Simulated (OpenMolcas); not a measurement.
**V⁴⁺ among point charges: CASSCF and CASPT2 levels and susceptibility**

How does a field of 3 point charges split the states of V⁴⁺, and what χT follows?

Method: state-averaged CASSCF and CASPT2, spin-orbit coupling by RASSI with atomic mean-field integrals. Code: OpenMolcas 26.06.

## 1. What is computed

- Species: V⁴⁺ (vanadium, Z = 23, 19 electrons)
- Basis: ANO-RCC-VDZP [5s4p2d1f], 34 functions
- Scalar Hamiltonian: DKH2, point nucleus
- Inactive shells: 1s 2s 2p 3s 3p
- Active space: 1 electron in 5 orbitals (3d)
- Some configurations of this space: 3d
- Orbitals: optimised for each spin and parity, averaged over all roots

The outer shells:

3d
```
3d [↑ ][  ][  ][  ][  ]
```

The ion sits among 3 point charges of -2 e arranged as a planar triangle (D3h), 1.97 Å from the ion.

Each step is its own input file, run in one work folder so that later steps find the files of earlier ones. Labels, J, g values, rates, χT and fits are worked out afterwards by a script from the matrices that RASSI stores.

## 2. One- and two-electron integrals

a.inp

```
&GATEWAY
Coord
1

V 0.0 0.0 0.0
Basis=ANO-RCC-VDZP
Group=NoSym
NoMove
AngMom=0.0 0.0 0.0
AMFI
XField
3 Angstrom 0
1.970000 0.000000 0.000000 -2.000000
-0.985000 1.706070 0.000000 -2.000000
-0.985000 -1.706070 0.000000 -2.000000
&SEWARD
```

The run is started by

```console
$ OMP_NUM_THREADS=1 MOLCAS_MEM=1689 MOLCAS_PROJECT=a pymolcas a.inp > a.log
```

## 3. CASSCF: doublets, 5 roots

a.inp

```
&RASSCF
FileOrb=start.orb
Symmetry=1
Spin=2
nActEl=1 0 0
Inactive=9
Ras2=5
CIRoot=5 5 1
SDav=5
CIMx=300
Iter=120 100
PrWF=0.3
OrbListing=Nothing
MaxOrb=0
>>> COPY $Project.JobIph JOB001
```

start.orb holds the contracted functions of the basis, ordered by shell, or the orbitals of the step before.

## 4. State interaction with spin-orbit coupling

a.inp

```
&RASSI
NrOfJobIphs=1 5
1 2 3 4 5
IphNames
JOB001
EJob
SpinOrbit
DIPRint=1.0
SOCoupling=1000.0
Subsets=2
Property=9
'ANGMOM' 1 'ANGMOM' 2 'ANGMOM' 3 'MLTPL  1' 1 'MLTPL  1' 2 'MLTPL  1' 3
'AMFI' 1 'AMFI' 2 'AMFI' 3
SOProperty=3
'ANGMOM' 1 'ANGMOM' 2 'ANGMOM' 3
```

## 5. CASPT2: IPEA 0.25, imaginary shift 0.1 (closed shells correlated: 3s 3p)

a.inp

```
>>> COPY JOB001 $Project.JobIph
&CASPT2
Multistate=5 1 2 3 4 5
NoMult
Frozen=5
IPEA=0.25
Imaginary=0.1
MaxIter=60
WThr=0.0 0.3 0.05
PrWF=0.5
NoMix
```

(Steps that only read results are left out.)

What does the calculation give? Wanted: spin-free ground state; first state of the same spin within the active space; lowest level; next level.

**Answer**, as computed:

| quantity | value |
| --- | --- |
| method | SS-CASPT2, IPEA 0.25, imaginary shift 0.1 (closed shells correlated: 3s 3p) |
| spin-free ground state | 2A1, 1-fold in its orbital part |
| first state of the same spin within the active space | 2E at 1480 cm⁻¹ |
| lowest level | 2-fold E1/2, g = 0.98, 0.98, 1.92 |
| next level | 1477.1 cm⁻¹ |
| χT at 300 K | 0.36 cm³ K/mol |
| effective moment at 300 K | 1.71 μB |

Cost by method:

| method | time of its own steps | time with the reference |
| --- | --- | --- |
| A. CASSCF | 1.5 s | 1.5 s |
| B. SS-CASPT2, IPEA 0.25, imaginary shift 0.1, +3s 3p | 0.52 s | 2 s |

Times are of one thread on a shared host.

**Reading.** The spin-free ground state (2A1) comes to 100 % from free-ion D terms and keeps the highest spin of the shell. χT at 300 K is 0.36, against 0.38 cm³ K/mol for the spin alone; near agreement at one temperature doesn't show that the orbital moment is quenched. CASPT2 does not keep the components of a term degenerate, and the means are used. The field of point charges can differ much from that of real complexes. This is an electrostatic model: the charges have no orbitals.
